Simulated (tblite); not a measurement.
# C7H15O: the cost of one run

Programs: PySCF 2.14.0 with density-fitted response routines of our own, and tblite 0.8.0. All values are computed, except where a source is named. Atoms count from 0 throughout.

## 1. The molecule as given

23 atoms, charge -1, multiplicity 1; geometry from: MMFF94s geometry.

Bonds of the start (Å): C0–C1 1.52, C0–H10 1.08, C0–H8 1.10, C0–H9 1.10, C1–C2 1.53, C1–C3 1.57, C1–H11 1.09, C2–H12 1.10, C2–H13 1.10, C2–H14 1.10, C3–C4 1.56, C3–C5 1.57, C3–H15 1.11, C4–H16 1.09, C4–H17 1.09, C4–H18 1.09, C5–C6 1.55, C5–H19 1.11, C5–O7 1.31, C6–H20 1.10, C6–H21 1.09, C6–H22 1.10.

## 2. GFN2-xTB relaxation, conformer 1

What the job is given:

```
{"job": {"xc": "GFN2-xTB", "basis": "xTB", "kind": "relax"}, "charge": -1, "multiplicity": 1}
C     -1.314900    -0.501800    -1.353600
C     -0.710100     0.513400    -0.389900
C     -1.829900     1.252800     0.343200
C      0.317300    -0.079200     0.636200
C     -0.303600    -1.142600     1.590900
C      1.704600    -0.569000     0.083900
C      2.375000     0.513400    -0.794100
O      1.586000    -1.649900    -0.650600
H     -2.060100    -0.010200    -1.991500
H     -1.838200    -1.313700    -0.824400
H     -0.578100    -0.931600    -2.023500
H     -0.189400     1.263100    -0.977300
H     -2.510600     0.573100     0.883600
H     -2.444800     1.811400    -0.383800
H     -1.442600     1.988700     1.059800
H      0.572600     0.760500     1.315000
H     -0.660700    -2.016100     1.042700
H      0.434200    -1.486800     2.318600
H     -1.143700    -0.723100     2.153500
H      2.357500    -0.622200     0.985900
H      2.405300     1.475200    -0.255100
H      1.853200     0.676700    -1.741000
H      3.416200     0.244700    -1.018700
```

Command:

```bash
$ OMP_NUM_THREADS=1 python ens_run.py task.json out
```

This one command runs the whole study; its stages follow in the order run.

Q: Estimate the wall time of this first job on 1 thread of Intel Xeon at 2.50GHz, shared host.

About 2.7 s.
